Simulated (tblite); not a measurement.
# C5H10BrNSi: the cost of one run

Programs: tblite 0.8.0 and PySCF 2.14.0, with density-fitted response routines of our own. Each step states its level of theory. These are calculated values for one molecule in the gas phase, unless marked as measured. Atoms are numbered from 0 throughout.

## (1) The molecule as given

18 atoms, charge 0, multiplicity 1; geometry from: force field or distance geometry start.

Bonds of the start (Å): C0–C1 1.52, C1–C2 1.55, C2–Br3 1.97, C2–C4 1.53, C4–Si5 1.88, Si5–C6 1.88, C6–N7 1.16, C0–H8 1.10, C0–H9 1.10, C0–H10 1.09, C1–H11 1.09, C1–H12 1.08, C2–H13 1.09, C4–H14 1.11, C4–H15 1.09, Si5–H16 1.49, Si5–H17 1.49.

## (2) Geometry optimisation with GFN2-xTB

What the job is given:

```
{"job": {"kind": "relax", "xc": "GFN2-xTB", "basis": "xTB"}, "charge": 0, "multiplicity": 1}
C     -2.697000    -0.642100     0.142200
C     -1.602800     0.230500    -0.457000
C     -0.266100     0.134800     0.330400
Br    -0.488600     1.066300     2.047500
C      0.865600     0.802000    -0.446200
Si     2.618100     0.393800     0.102000
C      2.920100    -1.456600     0.067100
N      3.077000    -2.606000     0.041800
H     -3.586400    -0.604400    -0.498300
H     -3.009300    -0.299100     1.142300
H     -2.391600    -1.686200     0.215400
H     -1.948500     1.261500    -0.509900
H     -1.438200    -0.113700    -1.467000
H     -0.043000    -0.905100     0.570300
H      0.745200     1.902900    -0.457500
H      0.811100     0.483800    -1.489200
H      3.566800     1.096500    -0.808100
H      2.858800     0.947500     1.462400
```

Run with:

```console
$ OMP_NUM_THREADS=1 python probes_run.py task.json out
```

One launch serves the whole session: the jobs run in the order shown.

**Question.** How long does this first job take on 1 thread of Arm Neoverse N1, shared host?

About 1.7 s.
